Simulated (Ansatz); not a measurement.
# C4H9B: the cost of one run

Program: Ansatz 0.2.0. Level of theory: UKS PBE-D4/STO-3G. These are calculated values, not measurements.

## Step 1: The structure to begin with

Bond lengths: B1–C2 1.526 Å, C2–C3 1.492 Å, C2–C4 1.347 Å, C4–C5 1.510 Å, B1–H6 1.211 Å, B1–H7 1.211 Å, C3–H8 1.169 Å, C3–H9 1.160 Å, C3–H10 1.094 Å, C4–H11 1.076 Å, C5–H12 1.111 Å, C5–H13 1.059 Å, C5–H14 1.071 Å. Angles (14 of 21 angles, heavy atoms first): B1–C2–C3 118.5°, B1–C2–C4 119.4°, C3–C2–C4 121.9°, C2–C4–C5 123.6°, C2–B1–H6 123.8°, C2–B1–H7 122.2°, C2–C3–H8 108.5°, C2–C3–H9 113.4°, C2–C3–H10 113.3°, C2–C4–H11 118.8°, C5–C4–H11 116.4°, C4–C5–H12 111.5°, C4–C5–H13 106.1°, C4–C5–H14 110.0°.

Coordinates:

```xyz
14

B    -0.2900    2.0804   -0.0817
C    -0.0925    0.5770    0.0859
C     0.0802    0.0306    1.4631
C     0.0128   -0.2032   -1.0075
C     0.1715   -1.7038   -0.9514
H    -0.3671    2.8568    0.8450
H    -0.4733    2.5903   -1.1652
H     1.1502   -0.4331    1.5465
H     0.0611    0.8461    2.2879
H    -0.6712   -0.7195    1.7285
H    -0.2208    0.2181   -1.9701
H    -0.6084   -2.1720   -0.3140
H     1.1127   -1.8821   -0.4988
H     0.1218   -2.1147   -1.9395
```

## Step 2: Relaxing the start

Contents of input.yaml:

```yaml
crystal:
  periodic: [false, false, false]
  atoms:
    - { symbol: B, position_ang: [-0.29, 2.0804, -0.0817] }
    - { symbol: C, position_ang: [-0.0925, 0.577, 0.0859] }
    - { symbol: C, position_ang: [0.0802, 0.0306, 1.4631] }
    - { symbol: C, position_ang: [0.0128, -0.2032, -1.0075] }
    - { symbol: C, position_ang: [0.1715, -1.7038, -0.9514] }
    - { symbol: H, position_ang: [-0.3671, 2.8568, 0.845] }
    - { symbol: H, position_ang: [-0.4733, 2.5903, -1.1652] }
    - { symbol: H, position_ang: [1.1502, -0.4331, 1.5465] }
    - { symbol: H, position_ang: [0.0611, 0.8461, 2.2879] }
    - { symbol: H, position_ang: [-0.6712, -0.7195, 1.7285] }
    - { symbol: H, position_ang: [-0.2208, 0.2181, -1.9701] }
    - { symbol: H, position_ang: [-0.6084, -2.172, -0.314] }
    - { symbol: H, position_ang: [1.1127, -1.8821, -0.4988] }
    - { symbol: H, position_ang: [0.1218, -2.1147, -1.9395] }
magnetization:
  spin_polarized: true
basis:
  gaussian: { orbitals: STO-3G }
hamiltonian:
  xc: pbe
  dispersion: d4
relax:
  f_tol: 0.02
  max_steps: 40
```

Launch:

```bash
$ ansatz run input.yaml --threads 1 --pin off --max-ram 2048MiB --backend cpu --events-out ev --progress --plain --runs-dir out
```

**Question.** How long does this run take on 1 thread of Arm Neoverse V2, shared host, and how much memory does it need?

About 18 s, with a peak of 0.13 GiB.
